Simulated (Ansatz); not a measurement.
Geometry optimisation, DFT PBE, scalar-relativistic, plane waves, PAW (Ansatz 0.2.0).

input.yaml

```yaml
crystal:
  lattice:
    - [-2.29, -3.966396, 0.0]
    - [3.435, -1.983198, 0.0]
    - [0.0, 0.0, 7.17686]
  atoms:
    - { symbol: Be, position: [0.75000007, 0.50000004, 0.0] }
    - { symbol: Be, position: [0.50000004, 0.33333336, 0.25] }
    - { symbol: Be, position: [0.75000007, 0.50000004, 0.5] }
    - { symbol: Be, position: [0.50000004, 0.33333336, 0.75] }
    - { symbol: Be, position: [0.50000003, 2.0e-08, 0.0] }
    - { symbol: Be, position: [0.25000004, 0.83333336, 0.25] }
    - { symbol: Be, position: [0.50000003, 2.0e-08, 0.5] }
    - { symbol: Be, position: [0.25000004, 0.83333336, 0.75] }
    - { symbol: Be, position: [0.25000003, 0.50000002, 0.0] }
    - { symbol: Be, position: [1.0e-08, 0.33333334, 0.25] }
    - { symbol: Be, position: [0.25000003, 0.50000002, 0.5] }
    - { symbol: Be, position: [1.0e-08, 0.33333334, 0.75] }
    - { symbol: Be, position: [0.0, 0.0, 0.0] }
    - { symbol: Be, position: [0.75000008, 0.83333338, 0.25] }
    - { symbol: Be, position: [0.0, 0.0, 0.5] }
    - { symbol: Be, position: [0.75000008, 0.83333338, 0.75] }
    - { symbol: H, position: [0.25316217, 0.15956659, 0.62391299] }
basis:
  ecutwfc: 420.0
kpoints:
  mp_grid: { grid: [5, 5, 3] }
hamiltonian:
  xc: pbe
scf:
  occupations: { method: fermi_dirac, width: 0.15 }
  lower_state_search: "off"
relax:
  f_tol: 0.03
  max_steps: 60
  adjacent_minimum: "off"
```

Command:

```bash
$ ansatz run input.yaml --threads 1 --pin off --max-ram 3072MiB --backend cpu --events-out ev --progress --plain --runs-dir out
```

Problem. Where does it end, and by what steps?

Solution. It converged. Limits of this set-up: coarse k mesh, odd electron count without spin. After 4 steps the energy has fallen by 0.079 eV; Be7 moved furthest, 0.05 Å.

| step | energy less start (eV) | largest force component (eV/Å) | accepted |
| --- | --- | --- | --- |
| 0 | 0.0000 | 0.493 | yes |
| 1 | -0.0593 | 0.234 | yes |
| 2 | -0.0782 | 0.037 | yes |
| 3 | -0.0782 | 0.030 | yes |
| 4 | -0.0786 | 0.002 | yes |

```xyz
17
Lattice="-2.2900 -3.9664 0.0000 3.4350 -1.9832 0.0000 0.0000 0.0000 7.1769" Properties=species:S:1:pos:R:3
Be 0.004 -3.970 0.021
Be 0.001 -2.648 1.796
Be 0.004 -3.969 3.583
Be 0.000 -2.683 5.408
Be -1.152 -1.983 -0.003
Be 2.302 -2.652 1.777
Be -1.182 -2.001 3.562
Be 2.260 -2.628 5.406
Be 1.129 -1.975 0.017
Be 1.148 -0.661 1.796
Be 1.171 -1.999 3.564
Be 1.178 -0.643 5.408
Be -0.005 0.004 -0.003
Be 1.137 -4.624 1.772
Be -0.004 0.039 3.562
Be 1.138 -4.624 5.387
H -0.002 -1.322 4.485
```

Whether the end is a true minimum wasn't checked by a vibrational analysis.

Run time: 42 s on 1 thread of Arm Neoverse V2, on a shared host, peak memory 0.4 GiB.
